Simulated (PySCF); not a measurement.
**Si⁻: dipole response in aug-cc-pVTZ-DK**

Aim: the static polarisability and the C₆ coefficient of Si⁻, method by method.

Method: unrestricted determinants in a Gaussian basis, no spin-orbit coupling in the energies. Code: PySCF 2.14.0.

**1. The system**

```
Element     : silicon (Z = 14)
Basis       : aug-cc-pVTZ-DK (6s5p3d2f, 50 functions)
Hamiltonian : scalar relativity by spin-free X2C-1e
State 1     : Si⁻: [Ne] 3s2 3p3, high-spin 4S determinant
Methods     : UHF, PBE, PBE0, wB97M-V, B97-3
```

The outer shells:

Si- [Ne] 3s2 3p3
```
[Ne] core
3s [↑↓]
3p [↑ ][↑ ][↑ ]
```

One driver process ran all states and methods and kept the integrals in memory. Each run is shown as a PySCF script that sums up its settings (the driver passes frozen orbitals as a list and adds second-order terms of double hybrids); the logs are those of the runs themselves. The driver starts from symmetry-adapted Hartree-Fock orbitals, holds the occupation by maximum overlap and uses a logarithmic radial grid for functionals, so a plain start would take other cycles.

The driver's launch:

```sh
$ OMP_NUM_THREADS=1 python atomrun2.py TASK.json OUT
```

The integrals over 50 functions and the set-up took 0.11 s of CPU time.

**2. Si⁻**

#### UHF

Contents of input.py:

```python
from pyscf import gto, scf, dft, mp, cc
import basis_set_exchange as bse
mol = gto.M(atom="Si 0 0 0", charge=-1, spin=3, symmetry="D2h",
            basis=gto.basis.parse(bse.get_basis("aug-cc-pVTZ-DK", elements=["Si"], fmt="nwchem", header=False)),
            nucmod="G")
mf = scf.UHF(mol).sfx2c1e()
mf.irrep_nelec = {'Ag': (3, 3), 'B1u': (2, 1), 'B2u': (2, 1), 'B3u': (2, 1)}
mf.kernel()
```

Standard output:

```text
damping factor = 0
level_shift factor = 0
DIIS = <class 'pyscf.scf.diis.CDIIS'>
diis_start_cycle = 1
diis_space = 10
diis_damp = 0
SCF conv_tol = 1e-09
SCF conv_tol_grad = None
number electrons alpha = 9  beta = 6
cycle= 1 E= -289.490304696442  delta_E= -6.24e-09  |g|= 2.4e-05  |ddm|= 0.00023
cycle= 2 E= -289.490304698219  delta_E= -1.78e-09  |g|= 1.32e-05  |ddm|= 0.000118
cycle= 3 E= -289.490304698958  delta_E= -7.39e-10  |g|= 1.23e-06  |ddm|= 0.000137
converged SCF energy = -289.490304698958  <S^2> = 3.7508543  2S+1 = 4.0004271
```

Time after the integrals: 0.91 s (1 thread of Neoverse-V1, shared host).

The occupied shells:

```
shell  electrons  mean orbital energy (eV)  spread (eV)  rms radius (bohr)
 1s α          1                   -1870.0            0              0.129
 1s β          1                   -1869.8            0              0.129
 2s α          1                   -161.36            0              0.612
 2s β          1                   -161.06            0              0.612
 2p α          3                   -109.09            0              0.599
 2p β          3                   -108.48            0              0.599
 3s α          1                   -10.949            0               2.51
 3s β          1                    -5.627            0               2.51
 3p α          3                    -1.678            0               3.62
```

⟨S²⟩ = 3.751, ⟨L²⟩ = 0.00.

The driver then solved the coupled dipole response at imaginary frequencies: mean α = 106.5 bohr³, C₆ = 1472 au for a like pair.

#### PBE

input.py, as changed from the run before:

```diff
@@ -5,3 +5,3 @@
             nucmod="G")
-mf = scf.UHF(mol).sfx2c1e()
+mf = dft.UKS(mol, xc="PBE").sfx2c1e()
 mf.irrep_nelec = {'Ag': (3, 3), 'B1u': (2, 1), 'B2u': (2, 1), 'B3u': (2, 1)}
```

Standard output:

```text
damping factor = 0
level_shift factor = 0
DIIS = <class 'pyscf.scf.diis.CDIIS'>
diis_start_cycle = 1
diis_space = 10
diis_damp = 0
SCF conv_tol = 1e-09
SCF conv_tol_grad = None
number electrons alpha = 9  beta = 6
XC functionals = PBE
    J. P. Perdew, K. Burke, and M. Ernzerhof.,  Phys. Rev. Lett. 77, 3865 (1996)
    J. P. Perdew, K. Burke, and M. Ernzerhof.,  Phys. Rev. Lett. 78, 1396 (1997)
    J. P. Perdew, K. Burke, and M. Ernzerhof.,  Phys. Rev. Lett. 77, 3865 (1996)
    J. P. Perdew, K. Burke, and M. Ernzerhof.,  Phys. Rev. Lett. 78, 1396 (1997)
cycle= 1 E= -289.891789677103  delta_E= -0.00564  |g|= 0.0285  |ddm|= 0.275
cycle= 2 E= -289.891888347756  delta_E= -9.87e-05  |g|= 0.0109  |ddm|= 0.0437
cycle= 3 E= -289.891910458961  delta_E= -2.21e-05  |g|= 0.00133  |ddm|= 0.0194
cycle= 4 E= -289.891913157248  delta_E= -2.7e-06  |g|= 0.000298  |ddm|= 0.00605
cycle= 5 E= -289.891913227006  delta_E= -6.98e-08  |g|= 3.4e-05  |ddm|= 0.000688
cycle= 6 E= -289.891913228997  delta_E= -1.99e-09  |g|= 2.53e-07  |ddm|= 0.000152
cycle= 7 E= -289.891913228997  delta_E= 1.14e-13  |g|= 6.62e-09  |ddm|= 2.27e-06
converged SCF energy = -289.891913228997  <S^2> = 3.7503831  2S+1 = 4.0001916
```

Time after the integrals: 0.37 s (1 thread of Neoverse-V1, shared host).

At PBE the highest occupied level has a positive energy, so only the finite basis holds that electron; in a density functional this comes from self-interaction and does not mean that the real anion is unbound.

#### PBE0

input.py, as changed from the run before:

```diff
@@ -5,3 +5,3 @@
             nucmod="G")
-mf = dft.UKS(mol, xc="PBE").sfx2c1e()
+mf = dft.UKS(mol, xc="PBE0").sfx2c1e()
 mf.irrep_nelec = {'Ag': (3, 3), 'B1u': (2, 1), 'B2u': (2, 1), 'B3u': (2, 1)}
```

Standard output:

```text
damping factor = 0
level_shift factor = 0
DIIS = <class 'pyscf.scf.diis.CDIIS'>
diis_start_cycle = 1
diis_space = 10
diis_damp = 0
SCF conv_tol = 1e-09
SCF conv_tol_grad = None
number electrons alpha = 9  beta = 6
XC functionals = PBE0
    C. Adamo and V. Barone.,  J. Chem. Phys. 110, 6158 (1999)
    M. Ernzerhof and G. E. Scuseria.,  J. Chem. Phys. 110, 5029 (1999)
cycle= 1 E= -289.915724297822  delta_E= -0.00271  |g|= 0.0143  |ddm|= 0.17
cycle= 2 E= -289.915809895951  delta_E= -8.56e-05  |g|= 0.00489  |ddm|= 0.0548
cycle= 3 E= -289.915835105805  delta_E= -2.52e-05  |g|= 0.00213  |ddm|= 0.0259
cycle= 4 E= -289.91583868243  delta_E= -3.58e-06  |g|= 0.000276  |ddm|= 0.00638
cycle= 5 E= -289.915838761741  delta_E= -7.93e-08  |g|= 8.01e-06  |ddm|= 0.00153
cycle= 6 E= -289.915838761875  delta_E= -1.34e-10  |g|= 1.16e-06  |ddm|= 8.76e-05
converged SCF energy = -289.915838761875  <S^2> = 3.7502807  2S+1 = 4.0001404
```

It took 0.37 s on 1 thread of Neoverse-V1, shared host, the integrals not counted.

At PBE0 the highest occupied level has a positive energy, so only the finite basis holds that electron; in a density functional this comes from self-interaction and does not mean that the real anion is unbound.

#### wB97M-V

input.py, as changed from the run before:

```diff
@@ -5,3 +5,3 @@
             nucmod="G")
-mf = dft.UKS(mol, xc="PBE0").sfx2c1e()
+mf = dft.UKS(mol, xc="WB97M_V").sfx2c1e()
 mf.irrep_nelec = {'Ag': (3, 3), 'B1u': (2, 1), 'B2u': (2, 1), 'B3u': (2, 1)}
```

Standard output:

```text
damping factor = 0
level_shift factor = 0
DIIS = <class 'pyscf.scf.diis.CDIIS'>
diis_start_cycle = 1
diis_space = 10
diis_damp = 0
SCF conv_tol = 1e-09
SCF conv_tol_grad = None
number electrons alpha = 9  beta = 6
XC functionals = WB97M_V
    N. Mardirossian and M. Head-Gordon.,  J. Chem. Phys. 144, 214110 (2016)
NLC functional = WB97M_V
cycle= 1 E= -290.007592720894  delta_E= -0.00394  |g|= 0.0132  |ddm|= 0.177
cycle= 2 E= -290.007759793897  delta_E= -0.000167  |g|= 0.00354  |ddm|= 0.0464
cycle= 3 E= -290.007779130635  delta_E= -1.93e-05  |g|= 0.00125  |ddm|= 0.0166
cycle= 4 E= -290.00778576154  delta_E= -6.63e-06  |g|= 0.000412  |ddm|= 0.0114
cycle= 5 E= -290.00778644634  delta_E= -6.85e-07  |g|= 0.000124  |ddm|= 0.00367
cycle= 6 E= -290.007786481677  delta_E= -3.53e-08  |g|= 2.68e-05  |ddm|= 0.000876
cycle= 7 E= -290.007786482792  delta_E= -1.11e-09  |g|= 2.92e-06  |ddm|= 0.000231
cycle= 8 E= -290.007786482807  delta_E= -1.53e-11  |g|= 8.9e-08  |ddm|= 3.25e-05
converged SCF energy = -290.007786482807  <S^2> = 3.7512703  2S+1 = 4.0006351
```

It took 6.2 s on 1 thread of Neoverse-V1, shared host, the integrals not counted.

The driver then solved the coupled dipole response at imaginary frequencies: mean α = 129.9 bohr³, C₆ = 1863 au for a like pair.

#### B97-3

input.py, as changed from the run before:

```diff
@@ -5,3 +5,3 @@
             nucmod="G")
-mf = dft.UKS(mol, xc="WB97M_V").sfx2c1e()
+mf = dft.UKS(mol, xc="HYB_GGA_XC_B97_3").sfx2c1e()
 mf.irrep_nelec = {'Ag': (3, 3), 'B1u': (2, 1), 'B2u': (2, 1), 'B3u': (2, 1)}
```

Standard output:

```text
damping factor = 0
level_shift factor = 0
DIIS = <class 'pyscf.scf.diis.CDIIS'>
diis_start_cycle = 1
diis_space = 10
diis_damp = 0
SCF conv_tol = 1e-09
SCF conv_tol_grad = None
number electrons alpha = 9  beta = 6
XC functionals = HYB_GGA_XC_B97_3
    T. W. Keal and D. J. Tozer.,  J. Chem. Phys. 123, 121103 (2005)
cycle= 1 E= -289.995828817989  delta_E= -0.00353  |g|= 0.0148  |ddm|= 0.217
cycle= 2 E= -289.995981641939  delta_E= -0.000153  |g|= 0.0066  |ddm|= 0.0631
cycle= 3 E= -289.996031334381  delta_E= -4.97e-05  |g|= 0.00279  |ddm|= 0.0569
cycle= 4 E= -289.996042678529  delta_E= -1.13e-05  |g|= 0.00146  |ddm|= 0.0186
cycle= 5 E= -289.996046993043  delta_E= -4.31e-06  |g|= 0.000128  |ddm|= 0.0319
cycle= 6 E= -289.996047042183  delta_E= -4.91e-08  |g|= 4.45e-05  |ddm|= 0.00148
cycle= 7 E= -289.996047045931  delta_E= -3.75e-09  |g|= 1.25e-05  |ddm|= 0.000343
cycle= 8 E= -289.996047046552  delta_E= -6.21e-10  |g|= 1.08e-06  |ddm|= 0.000326
converged SCF energy = -289.996047046552  <S^2> = 3.7546767  2S+1 = 4.0023377
```

Time after the integrals: 0.48 s (1 thread of Neoverse-V1, shared host).

At B97-3 the highest occupied level has a positive energy, so only the finite basis holds that electron; in a density functional this comes from self-interaction and does not mean that the real anion is unbound.

Radial density 4πr²ρ of Si⁻ at UHF:

| r (bohr) | density | spin density |
| --- | --- | --- |
| 0.00151 | 0.0579 | 0.000 |
| 0.00254 | 0.152 | 0.000 |
| 0.00427 | 0.396 | 0.000 |
| 0.00718 | 1.00 | 0.000 |
| 0.0121 | 2.42 | 0.000 |
| 0.0203 | 5.34 | -0.001 |
| 0.0342 | 10.2 | -0.001 |
| 0.0575 | 15.0 | 0.002 |
| 0.0967 | 14.9 | 0.018 |
| 0.163 | 10.2 | 0.068 |
| 0.274 | 11.6 | 0.133 |
| 0.460 | 14.0 | 0.091 |
| 0.774 | 5.99 | -0.004 |
| 1.30 | 1.63 | 0.384 |
| 2.19 | 1.88 | 0.973 |
| 3.68 | 0.814 | 0.606 |
| 6.19 | 0.128 | 0.119 |
| 10.4 | 0.00614 | 0.006 |

**3. Polarisabilities and C₆**

Si⁻, in atomic units:

```
 method  mean α  C₆ (like pair)  S(−4)
    UHF   106.5            1472   4981
wB97M-V   129.9            1863   8758
```

α(iu) at wB97M-V:

| u (hartree) | α(iu) (bohr³) |
| --- | --- |
| 0 | 129.9 |
| 0.0500 | 112.4 |
| 0.100 | 84.71 |
| 0.200 | 48.17 |
| 0.300 | 29.71 |
| 0.500 | 14.00 |
| 0.750 | 7.081 |
| 1.00 | 4.245 |
| 1.50 | 2.026 |
| 2.00 | 1.197 |
| 3.00 | 0.5739 |
| 5.00 | 0.2290 |

**4. Results**

| quantity | value |
| --- | --- |
| α of Si⁻ | 106.5 (UHF) to 129.9 (wB97M-V) bohr³ |

In words: A single London oscillator with the computed α and C₆ of Si⁻ at UHF would have ω = 4 C₆ / (3 α²) = 0.173 hartree. All values hold for this basis alone; no basis-set limit was taken.
